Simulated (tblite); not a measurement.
# C2H12GaN3Si: the cost of one run

Programs: tblite 0.8.0 and PySCF 2.14.0, with density-fitted response routines of our own. Each step states its level of theory. These are calculated values for one molecule in the gas phase, unless marked as measured. Atoms are numbered from 0 throughout.

## (1) Starting geometry

19 atoms, charge 0, multiplicity 1; geometry from: force field or distance geometry start.

Bonds of the start (Å): C0–N1 1.42, N1–Ga2 1.92, Ga2–N3 1.85, N3–C4 1.44, Ga2–N5 1.84, N5–Si6 1.76, C0–H7 1.09, C0–H8 1.12, C0–H9 1.11, N1–H10 1.06, N3–H11 1.05, C4–H12 1.12, C4–H13 1.13, C4–H14 1.11, N5–H15 1.07, Si6–H16 1.44, Si6–H17 1.48, Si6–H18 1.48.

## (2) Relaxing the molecule with GFN2-xTB

The job: settings as JSON, then the geometry in Å.

```
{"job": {"kind": "relax", "xc": "GFN2-xTB", "basis": "xTB"}, "charge": 0, "multiplicity": 1}
C     -1.143500     2.695800    -0.832300
N     -0.084500     1.945400    -0.263500
Ga     0.241300     0.067000    -0.479300
N      1.591400    -0.587300     0.595600
C      3.015200    -0.569500     0.405100
N     -1.320700    -0.760100     0.026700
Si    -1.841100    -2.425800    -0.224900
H     -2.096900     2.168500    -0.922600
H     -1.335700     3.569400    -0.157400
H     -0.891700     3.097300    -1.833500
H     -0.256200     1.895200     0.778300
H      1.388900    -0.088300     1.498000
H      3.529600    -0.012800     1.230200
H      3.313900    -0.071800    -0.563200
H      3.367200    -1.620500     0.369300
H     -1.354700    -0.547900     1.074200
H     -1.518000    -2.987200    -1.516400
H     -3.312400    -2.464900    -0.041200
H     -1.301900    -3.293300     0.849400
```

Command:

```
OMP_NUM_THREADS=1 python probes_run.py task.json out
```

This one command runs all jobs of the session in turn.

**Question.** How long does this first job take on 1 thread of Arm Neoverse N1, shared host, and how much memory does it need?

About 2.7 s, with a peak of 0.18 GiB.
